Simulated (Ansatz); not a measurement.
# C3H5B: taking an electron away

An exercise on one series of results from a longer session: the logs are not shown, and one member is left open.

The runs use Ansatz 0.2.0, Gaussian basis; unrestricted cation, the program's frozen cores in correlated methods.

The runs, in order: UKS PBE-D4/def2-TZVPP; UKS r2SCAN-D4/def2-TZVPP; UKS PBE0-D4/def2-TZVPP; UKS B3LYP-D4/def2-TZVPP; UKS wB97X-V/def2-TZVPP; UKS wB97M-V/def2-TZVPP; UKS B2PLYP/def2-TZVPP; UHF-CCSD(T)/def2-TZVPP; UHF-MP2/def2-QZVPP; extrapolation to the limit; then −ε(HOMO) from the neutral's earlier runs with LDA (SPW92), PBE-D4, revPBE-D4, BLYP-D4, r2SCAN-D4, B97M-V, PBE0-D4, B3LYP-D4, r2SCANh-D4, r2SCAN0-D4, HSE06-D4, BHLYP-D4, CAM-B3LYP-D4, LC-ωPBE, ωB97X-V, ωB97M-V.

**The relaxed structure**

All runs share one geometry, relaxed beforehand with PBE0-D4 in a triple-zeta def2 set.

SMILES `BCC#C`, 9 atoms, charge 0, spin multiplicity 1.

Atoms are counted from 1 here; the program's logs count them from 0.

Bond lengths: B1–C2 1.562 Å, B1–H5 1.197 Å, B1–H6 1.194 Å, C2–C3 1.448 Å, C2–H7 1.101 Å, C2–H8 1.101 Å, C3–C4 1.201 Å, C4–H9 1.064 Å. Angles: C2–B1–H5 117.7°, C2–B1–H6 122.4°, H5–B1–H6 119.9°, B1–C2–C3 118.0°, B1–C2–H7 106.7°, B1–C2–H8 106.9°, C3–C2–H7 110.5°, C3–C2–H8 110.6°, H7–C2–H8 102.9°, C2–C3–C4 179.0°, C3–C4–H9 179.9°.

Set-up of the first run:

in.yaml reads:

```yaml
crystal:
  periodic: [false, false, false]
  atoms:
    - {symbol: B, position_ang: [-0.396789, 0.893414, -1.155045]}
    - {symbol: C, position_ang: [0.306778, -0.329879, -0.485412]}
    - {symbol: C, position_ang: [0.173479, -0.490161, 0.947704]}
    - {symbol: C, position_ang: [0.051673, -0.606489, 2.136333]}
    - {symbol: H, position_ang: [-0.286199, 1.018212, -2.340233]}
    - {symbol: H, position_ang: [-1.026591, 1.690554, -0.528477]}
    - {symbol: H, position_ang: [1.369212, -0.280574, -0.771511]}
    - {symbol: H, position_ang: [-0.047876, -1.230691, -1.010095]}
    - {symbol: H, position_ang: [-0.055186, -0.710684, 3.189739]}
basis:
  gaussian: {orbitals: def2-TZVPP}
total_charge: 1
magnetization: {spin_polarized: true, initial_magnetization: 1}
hamiltonian: {xc: pbe, dispersion: d4}
```

Started as:

```
$ ansatz run in.yaml --threads 2 --pin off --events-out ev --progress --plain --max-ram 4352MiB
```

Steps of the session up to this table: Cation, UKS PBE-D4/def2-TZVPP; Cation, UKS r2SCAN-D4/def2-TZVPP; Cation, UKS PBE0-D4/def2-TZVPP; Cation, UKS B3LYP-D4/def2-TZVPP; Cation, UKS wB97X-V/def2-TZVPP; Cation, UKS wB97M-V/def2-TZVPP; Cation, UKS B2PLYP (frozen core)/def2-TZVPP; Cation, UHF-CCSD(T)/def2-TZVPP; Cation, UHF-MP2/def2-QZVPP.

One of the session's tables, all rows but one given; the rest of the session is left out.

For comparison, −ε(HOMO) of the neutral from earlier runs:

| functional | −ε(HOMO) (eV) |
| --- | --- |
| LDA (SPW92) | 6.52 |
| PBE-D4 | 6.35 |
| revPBE-D4 | 6.29 |
| BLYP-D4 | 6.20 |
| r2SCAN-D4 | 6.55 |
| B97M-V | ? |
| PBE0-D4 | 7.56 |
| B3LYP-D4 | 7.33 |
| r2SCANh-D4 | 7.01 |
| r2SCAN0-D4 | 7.70 |
| HSE06-D4 | 7.16 |
| BHLYP-D4 | 8.63 |
| CAM-B3LYP-D4 | 8.93 |
| LC-ωPBE | 10.35 |
| ωB97X-V | 9.94 |
| ωB97M-V | 9.82 |

Estimate the missing values for B97M-V.

As computed: −ε(HOMO) (eV): 6.57. In the column «−ε(HOMO) (eV)» it lies between r2SCAN-D4 (6.55) and r2SCANh-D4 (7.01).
